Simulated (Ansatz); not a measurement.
# C2H5B2NTe: the cost of one run

Method: RKS PBE-D4/def2-SVP, in Ansatz 0.2.0.

## Step 1: Starting point

Bond lengths: B1–B2 1.668 Å, B2–N3 1.543 Å, N3–C4 1.307 Å, C4–C5 1.272 Å, C5–Te6 2.088 Å, B1–H7 1.131 Å, B1–H8 1.204 Å, B2–H9 1.207 Å, N3–H10 1.070 Å, Te6–H11 1.757 Å. Angles: B1–B2–N3 123.5°, B1–B2–H9 116.9°, N3–B2–H9 119.6°, B2–B1–H7 122.0°, B2–B1–H8 115.4°, H7–B1–H8 122.5°, B2–N3–C4 124.5°, B2–N3–H10 115.7°, C4–N3–H10 119.8°, N3–C4–C5 176.3°, C4–C5–Te6 178.2°, C5–Te6–H11 89.4°.

As a file:

```xyz
11

B     0.5211   -1.7562    0.7625
B     1.4703   -0.3880    0.8531
N     1.0661    0.9708    0.2443
C    -0.0403    1.1865   -0.4163
C    -1.1561    1.3448   -1.0071
Te   -2.9699    1.6659   -1.9894
H     0.8352   -2.7358    1.2320
H    -0.5329   -1.6177    0.1971
H     2.5137   -0.4868    1.4516
H     1.7691    1.7666    0.3773
H    -3.4110   -0.0071   -1.6845
```

## Step 2: End point A

File input.yaml:

```yaml
crystal:
  periodic: [false, false, false]
  atoms:
    - { symbol: B, position_ang: [0.5211, -1.7562, 0.7625] }
    - { symbol: B, position_ang: [1.4703, -0.388, 0.8531] }
    - { symbol: "N", position_ang: [1.0661, 0.9708, 0.2443] }
    - { symbol: C, position_ang: [-0.0403, 1.1865, -0.4163] }
    - { symbol: C, position_ang: [-1.1561, 1.3448, -1.0071] }
    - { symbol: Te, position_ang: [-2.9699, 1.6659, -1.9894] }
    - { symbol: H, position_ang: [0.8352, -2.7358, 1.232] }
    - { symbol: H, position_ang: [-0.5329, -1.6177, 0.1971] }
    - { symbol: H, position_ang: [2.5137, -0.4868, 1.4516] }
    - { symbol: H, position_ang: [1.7691, 1.7666, 0.3773] }
    - { symbol: H, position_ang: [-3.411, -0.0071, -1.6845] }
basis:
  gaussian: { orbitals: def2-SVP }
hamiltonian:
  xc: pbe
  dispersion: d4
relax:
  f_tol: 0.02
  max_steps: 50
```

On the command line:

```
ansatz run input.yaml --threads 2 --pin off --max-ram 3072MiB --backend cpu --events-out ev --progress --plain --runs-dir out
```

What time and memory should one allow on 2 threads of Intel Xeon Platinum 8488C (Sapphire Rapids), shared host?

About 62 s, with a peak of 0.18 GiB.
